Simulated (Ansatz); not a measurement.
# TcS2: the cost of one run

Program: Ansatz 0.2.0. Level of theory: DFT LDA+U (U_eff = 1 eV on Tc d), plane waves, PAW. These are calculated values, not measurements.

2 further runs of the same task are left out: 2 that didn't finish. Runs told in other sessions of the task aren't counted.

**1. The starting structure**

The structure is trigonal, space group P-3m1 (No. 164). Conventional cell: a = 3.557 Å, b = 3.557 Å, c = 5.738 Å, α = 90.00°, β = 90.00°, γ = 120.00°. Around Tc (site symmetry -3m) lie 6 S at 2.51 Å. S (site symmetry 3m) is surrounded by 3 Tc at 2.51 Å.

As a file:

```cif
data_structure
_symmetry_space_group_name_H-M 'P-3m1'
_symmetry_Int_Tables_number 164
_cell_length_a 3.5568
_cell_length_b 3.5568
_cell_length_c 5.7379
_cell_angle_alpha 90.000
_cell_angle_beta 90.000
_cell_angle_gamma 120.000
_cell_volume 62.86
loop_
_atom_site_label
_atom_site_type_symbol
_atom_site_symmetry_multiplicity
_atom_site_Wyckoff_symbol
_atom_site_fract_x
_atom_site_fract_y
_atom_site_fract_z
_atom_site_occupancy
Tc1 Tc 1 a 0.00000 0.00000 0.00000 1
S1 S 2 d 0.66667 0.33333 0.25200 1
```

An earlier series on this cell reached its lowest free state from «antiferromagnetic site moments held at first, then free», perhaps among other starts.

**2. Antiferromagnetic start, free**

input.yaml reads:

```yaml
crystal:
  lattice:
    - [3.55681887, 0.0, 0.0]
    - [-1.77840943, 3.0802955, 5.73788704]
    - [0.0, 0.0, 11.47577408]
  atoms:
    - { symbol: Tc, position: [0.0, 0.0, 0.0], spin: 3.0 }
    - { symbol: S, position: [0.3333333333, 0.6666666667, 0.7926666667] }
    - { symbol: S, position: [0.6666666667, 0.3333333333, 0.2073333333] }
    - { symbol: Tc, position: [0.0, 0.0, 0.5], spin: -3.0 }
    - { symbol: S, position: [0.3333333333, 0.6666666667, 0.2926666667] }
    - { symbol: S, position: [0.6666666667, 0.3333333333, 0.7073333333] }
basis:
  ecutwfc: 600
  ecutrho_ratio: 5
kpoints:
  mp_grid: { grid: [6, 6, 6] }
hamiltonian:
  xc: lda
  hubbard:
    sites:
      - { site: 0, l: d, u_eff: 1.0, starting_ns: [{ spin: up, occupation_matrix: s0up }, { spin: down, occupation_matrix: s0down }] }
      - { site: 3, l: d, u_eff: 1.0, starting_ns: [{ spin: up, occupation_matrix: s3up }, { spin: down, occupation_matrix: s3down }] }
    occupation_matrices:
      s0up:
        matrix:
          - [0.97, 0.0, -0.00081, -0.0005, 0.0]
          - [0.0, 0.28803, 0.0, 0.0, -0.42754]
          - [-0.00081, 0.0, 0.28613, -0.42661, 0.0]
          - [-0.0005, 0.0, -0.42661, 0.70387, 0.0]
          - [0.0, -0.42754, 0.0, 0.0, 0.70197]
      s0down:
        matrix:
          - [0.02, 0.0, 0.0, 0.0, 0.0]
          - [0.0, 0.02, 0.0, 0.0, 0.0]
          - [0.0, 0.0, 0.02, 0.0, 0.0]
          - [0.0, 0.0, 0.0, 0.02, 0.0]
          - [0.0, 0.0, 0.0, 0.0, 0.02]
      s3up:
        matrix:
          - [0.02, 0.0, 0.0, 0.0, 0.0]
          - [0.0, 0.02, 0.0, 0.0, 0.0]
          - [0.0, 0.0, 0.02, 0.0, 0.0]
          - [0.0, 0.0, 0.0, 0.02, 0.0]
          - [0.0, 0.0, 0.0, 0.0, 0.02]
      s3down:
        matrix:
          - [0.97, 0.0, -0.00081, -0.0005, 0.0]
          - [0.0, 0.28803, 0.0, 0.0, -0.42754]
          - [-0.00081, 0.0, 0.28613, -0.42661, 0.0]
          - [-0.0005, 0.0, -0.42661, 0.70387, 0.0]
          - [0.0, -0.42754, 0.0, 0.0, 0.70197]
    ns_hold: { iters: 8 }
scf:
  occupations: { method: gaussian, width: 0.05 }
  lower_state_search: "off"
  max_iter: 150
output:
  forces: true
  stress: true
  eigenvalues: true
  populations: true
  hubbard: { sites: [{ site: 0, l: d }, { site: 3, l: d }] }
  write_density: true
  write_potential: true
  elf: true
  volumetric_format: npy
magnetization:
  spin_polarized: true
```

The typed matrices put 0.97 on the chosen orbitals and 0.02 on the others, and are held for 8 cycles.

On the command line:

```bash
$ ansatz run input.yaml --threads 4 --pin off --max-ram 6144MiB --backend cpu --events-out ev --progress --plain --runs-dir out
```

**Question.** How long does this run take on 4 threads of Arm Neoverse N1, shared host, and how much memory does it need?

About 35 s, with a peak of 1.3 GiB.
